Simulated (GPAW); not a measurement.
This GPAW 26.7.0 run on Ti2Mo3 needs a look.

File run.py:

```python
import numpy as np
from ase.calculators.mixing import SumCalculator
from ase.constraints import FixAtoms
from ase.io import read, write
from ase.optimize import BFGS
from ase.units import Bohr
from dftd3.ase import DFTD3
from gpaw import GPAW, PW, setup_paths
from gpaw.elf import elf_from_dft_calculation

setup_paths.insert(0, '.')

atoms = read('Ti2Mo3.xyz')
atoms.pbc = (True, True, False)
atoms.set_constraint(FixAtoms([0, 1]))

calc = GPAW(mode=PW(450),
            xc='PBE96',
            kpts={'size': (5, 5, 1), 'gamma': True},
            occupations={'name': 'fermi-dirac', 'width': 0.05},
            nbands=58,
            convergence={'density': 1e-05, 'energy': 1e-05},
            maxiter=75,
            poissonsolver={'dipolelayer': 'xy'},
            symmetry={'extra_ids': [1, 1, 0, 0, 0]},
            txt='gpaw.txt')
atoms.calc = SumCalculator([calc, DFTD3(method='pbesol', damping='d3bj')])
opt = BFGS(atoms, trajectory='relax.traj', logfile='-')
done = opt.run(fmax=0.02, steps=30)
calc.write('gs.gpw')
write('result.traj', atoms)
print('Converged:', done)
print('Cell:', atoms.cell.cellpar().round(4))
print('Volume:', round(atoms.get_volume(), 4))
print(atoms.get_scaled_positions().round(5))

# fields on the real-space grid
write('density.cube', atoms, data=calc.get_pseudo_density() * Bohr**3)
write('potential.cube', atoms, data=calc.get_electrostatic_potential())
write('elf.cube', atoms, data=elf_from_dft_calculation(calc).data)

v = calc.get_electrostatic_potential().mean(axis=(0, 1))
z = np.arange(len(v)) * atoms.cell[2, 2] / len(v)
ef = calc.get_fermi_level()
np.savetxt('planar.dat', np.c_[z, v], fmt='%.4f')
below, above = np.interp([1.5, atoms.cell[2, 2] - 1.5], z, v) - ef
print(f'Work functions: bottom {below:.4f} eV, top {above:.4f} eV')
print('Dipole moment:', *calc.get_dipole_moment().round(5), 'e A')
```

The input Ti2Mo3.xyz:

```xyz
5
Lattice="2.8479936316 0.0000000000 0.0000000000 -1.0646527624 2.6415113517 0.0000000000 0.0000000000 0.0000000000 23.5014430068" Properties=species:S:1:pos:R:3 pbc="T T T"
Mo     0.0000000000      0.0000000000      7.5000000000
Ti     0.8916704346      1.3207556758      9.6253607517
Mo     0.0000000000      0.0000000000     11.7507215034
Ti     0.8916704346      1.3207556758     13.8760822551
Mo     0.0000000000      0.0000000000     16.0014430068
```

Potentials or basis: PAW data sets generated in the run's folder for this functional, pw.

The run is started by

```bash
$ gpaw-setup -f PBEsol Mo Ti
$ OMP_NUM_THREADS=1 python run.py
```

gpaw.txt:

```text
__  _  _
 | _ |_)|_||  |
 |__||  | ||/\| - 26.7.0

Input parameters:
  mode=PW(ecut=450.00000000000006),
  convergence={'density': 1e-05, 'energy': 1e-05},
  kpts=MonkhorstPack(size=(5, 5, 1), gamma=True),
  maxiter=75,
  nbands=58,
  occupations=Occupations(name='fermi-dirac', width=0.05),
  poissonsolver=PoissonSolver(dipolelayer='xy'),
  symmetry=Symmetry(extra_ids=array([1, 1, 0, 0, 0])),
  xc=XC(name='PBE96')
```

On the terminal:

```text
Traceback (most recent call last):
[... 31 lines left out ...]
  File "xc/libxc.py", line 41, in __init__
  File "xc/libxc.py", line 64, in initialize
NameError: Unknown functional: PBE96.
```

Task: How did it end, and where is the flaw?

Result: The program refused the input. The input holds a flaw that was put in on purpose: functional name that the code doesn't know (xc = PBE96).
